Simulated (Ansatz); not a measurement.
**ClFGaH (SMILES [F][GaH][Cl]): a rigid scan of the bond length F1–Ga2**

How does the energy rise as the bond length F1–Ga2 leaves its equilibrium value, and do density functionals follow CCSD(T)? No other atom is relaxed.

The runs use Ansatz 0.2.0, Gaussian basis; single points in def2-TZVPP.

Levels: PBE-D4, r2SCAN-D4, PBE0-D4, B3LYP-D4, wB97M-V, Hartree-Fock, MP2, CCSD, CCSD(T). The scan takes 1.430, 1.504, 1.611, 1.737, 1.876, 2.027, 2.186, 2.354, 2.529 Å.

Cores are frozen in the correlated methods. Filled d shells of the heavier atoms are correlated. B3LYP uses VWN-RPA correlation.

19 further runs of the same task are left out: 19 set aside as unsound or not needed.

### Step 1. Where the work starts

The minimum, relaxed at PBE0-D4: SMILES `[F][GaH][Cl]`, 4 atoms, charge 0, spin multiplicity 1.

Atoms are counted from 1 here; the program's logs count them from 0.

Bond lengths: F1–Ga2 1.744 Å, Ga2–Cl3 2.122 Å, Ga2–H4 1.541 Å. Angles: F1–Ga2–Cl3 113.4°, F1–Ga2–H4 120.8°, Cl3–Ga2–H4 125.8°.

As a file:

```xyz
4

F    -1.6868    0.0404    0.2663
Ga    0.0242    0.1336   -0.0590
Cl    1.0662   -1.6589    0.3917
H     0.6520    1.4246   -0.6194
```

Energies of the minimum (eV), from earlier single points: PBE-D4 -67622.37984, r2SCAN-D4 -67635.83127, PBE0-D4 -67624.43056, B3LYP-D4 -67639.91524, wB97M-V -67633.88353, CCSD(T) -67582.96217.

At the minimum the bond length F1–Ga2 is 1.744 Å.

### Step 2. F1–Ga2 = 1.430 Å

File ccsdt-tzvpp/in.yaml:

```yaml
crystal:
  periodic: [false, false, false]
  atoms:
    - {symbol: F, position_ang: [-1.686783, 0.040401, 0.266348]}
    - {symbol: Ga, position_ang: [-0.283961, 0.116823, -0.000393]}
    - {symbol: Cl, position_ang: [0.758127, -1.675675, 0.450302]}
    - {symbol: H, position_ang: [0.343851, 1.407794, -0.560792]}
basis:
  gaussian: {orbitals: def2-TZVPP}
correlation: {method: ccsd_t}
```

No record of the launch command was kept for these runs.

The runs that follow: F1–Ga2 = 1.504 Å; F1–Ga2 = 1.611 Å; F1–Ga2 = 1.737 Å; F1–Ga2 = 1.876 Å; F1–Ga2 = 2.027 Å; F1–Ga2 = 2.186 Å; F1–Ga2 = 2.354 Å; F1–Ga2 = 2.529 Å.

Q: Predict the outcome of this session. Wanted: highest point, CCSD(T); lowest point, CCSD(T); minimum along the scan, CCSD(T); RMS deviation from CCSD(T); largest T1 diagnostic.

As calculated:

| quantity | value |
| --- | --- |
| highest point, CCSD(T) | 265.8 kJ/mol at 2.529 Å |
| lowest point, CCSD(T) | 0.0 kJ/mol at 1.744 Å |
| minimum along the scan, CCSD(T) | 1.742 Å |
| curvature there | 27.7 eV/Å² |
| RMS deviation from CCSD(T) | PBE-D4 23.3, r2SCAN-D4 6.2, PBE0-D4 5.3, B3LYP-D4 13.3, wB97M-V 3.8, Hartree-Fock 14.9, MP2 0.8, CCSD 4.5 kJ/mol |
| largest T1 diagnostic | 0.021 |

A polynomial through the near points puts the CCSD(T) minimum 0.002 Å below the PBE0-D4 value. The third derivative is negative, the usual anharmonicity of a bond. Curvature against CCSD(T): PBE-D4 -14 %, Hartree-Fock +11 %. Best along the scan: MP2. Worst: PBE-D4.
